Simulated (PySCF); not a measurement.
**TlI: a composite coupled-cluster curve**

What constants does extrapolated CCSD(T) give for TlI, and what does each step add?

Method: CCSD(T) on RHF, scalar-relativistic core potentials; program: PySCF 2.14.0.

2 further runs of the same task are left out: 2 set aside as unsound or not needed.

## 1. Set-up

```
molecule             : TlI
state                : singlet, unpaired electrons none
smaller basis        : Tl cc-pwCVDZ-PP with ECP60, I aug-cc-pVDZ-PP with ECP28
larger basis         : Tl cc-pwCVTZ-PP with ECP60, I aug-cc-pVTZ-PP with ECP28
frozen core orbitals : 13
extrapolation        : correlation as n⁻³ (n = 2, 3), Hartree–Fock as (n+1)·exp(−9√n)
corrections          : core–valence correlation
distances (Å)        : 2.5195, 2.6340, 2.7485, 2.8630, 2.9776, 3.1207, 3.2639
masses (u)           : 204.9744, 126.9045
dissociation limit   : Tl + I
```

On the command line:

```sh
$ OMP_NUM_THREADS=4 python comp.py task.json out
```

## 2. The runs

Q: Predict the outcome of this session. Wanted: for each run, Re; ωe; ωexe; αe; De.

**Answer**, as computed:

| level | Re (Å) | ωe (cm⁻¹) | ωexe (cm⁻¹) | αe (cm⁻¹) | De (eV) |
| --- | --- | --- | --- | --- | --- |
| CCSD(T), smaller basis | 2.9032 | 139.4 | 0.230 | 6.29e-05 | 3.351 |
| CCSD(T), larger basis | 2.8600 | 146.0 | 0.251 | 6.47e-05 | 3.458 |
| HF/CBS | 2.9020 | 137.4 | 0.245 | 6.57e-05 | 2.517 |
| MP2/CBS | 2.8304 | 151.3 | 0.256 | 6.46e-05 | 3.685 |
| CCSD/CBS | 2.8515 | 147.3 | 0.258 | 6.55e-05 | 3.382 |
| CCSD(T)/CBS | 2.8487 | 148.2 | 0.257 | 6.5e-05 | 3.521 |
| CCSD(T)/CBS+CV | 2.8372 | 149.3 | 0.260 | 6.57e-05 | 3.573 |

**Reading.** The last step gives Re = 2.8372 Å, ωe = 149.3 cm⁻¹ and De = 3.573 eV; the smaller basis alone is off from it by +66.0 mÅ and -0.22 eV. Near the minimum the mean field binds by 2.51 eV and correlation adds 1.01 eV of binding. T1 is 0.015. Spin–orbit coupling and excitations beyond (T) are left out.
